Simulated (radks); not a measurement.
**Xe⁴⁴⁺ in [Ne]: an all-electron calculation**

An exercise on one series of results from a longer session: the logs are not shown, and one member is left open.

The numbers are computed with radks (a radial shooting solver on a logarithmic mesh, Libxc functionals) version 1 (Dirac Kohn-Sham, LDA (Slater exchange, Perdew-Wang correlation), spin-unpolarised, spherical densities, finite nucleus), except any that are marked as measured or tabulated.

### What is computed

| Item | Value |
| --- | --- |
| element | xenon (Z = 54) |
| charge | +44 |
| electrons | 10 |
| configuration | [Ne] |
| nuclear rms radius | 4.7859 fm |

Outer shells as boxes (Hund's rule):

Xe⁴⁴⁺
```
[He] core
2s [↑↓]
2p [↑↓][↑↓][↑↓]
```

Set-up of the first run:

The run's settings:

```text
Z 54
configuration [Ne] 3s0 3p0 3d0
relativity Dirac
functional lda,pw
spin unpolarised
j_filling average
nucleus finite rms 4.7859 fm
c 137.035999084
```

One table of the session follows, with a row left open; its other results are not shown here.

It belongs to the step «Orbitals and density». The radial density on a logarithmic grid:

```
r (bohr)  4πr²ρ (e/bohr)
 0.00115           2.630
 0.00160           4.581
 0.00220           7.731
 0.00305           12.88
 0.00424           20.72
 0.00584               ?
 0.00811           45.00
  0.0113           58.83
  0.0155           68.01
  0.0215           68.35
  0.0299           60.80
  0.0411           56.61
  0.0571           65.84
  0.0793           76.85
   0.109           63.78
   0.152           29.56
   0.210           6.102
   0.290          0.4521
```

Q: Estimate the row for r (bohr) = 0.00584 from the others.

Worked estimate for «4πr²ρ (e/bohr)». A straight line through the neighbours (0.00424, 20.72) and (0.00811, 45.00) gives 20.72 + (45.00 − 20.72) × (0.00584 − 0.00424) / (0.00811 − 0.00424) = 30.76; a parabola fitted to 4 rows on both sides gives 31.78.

**Answer.** 4πr²ρ (e/bohr): 31.41. In «4πr²ρ (e/bohr)» the line misses by -0.65 and the parabola by +0.37.
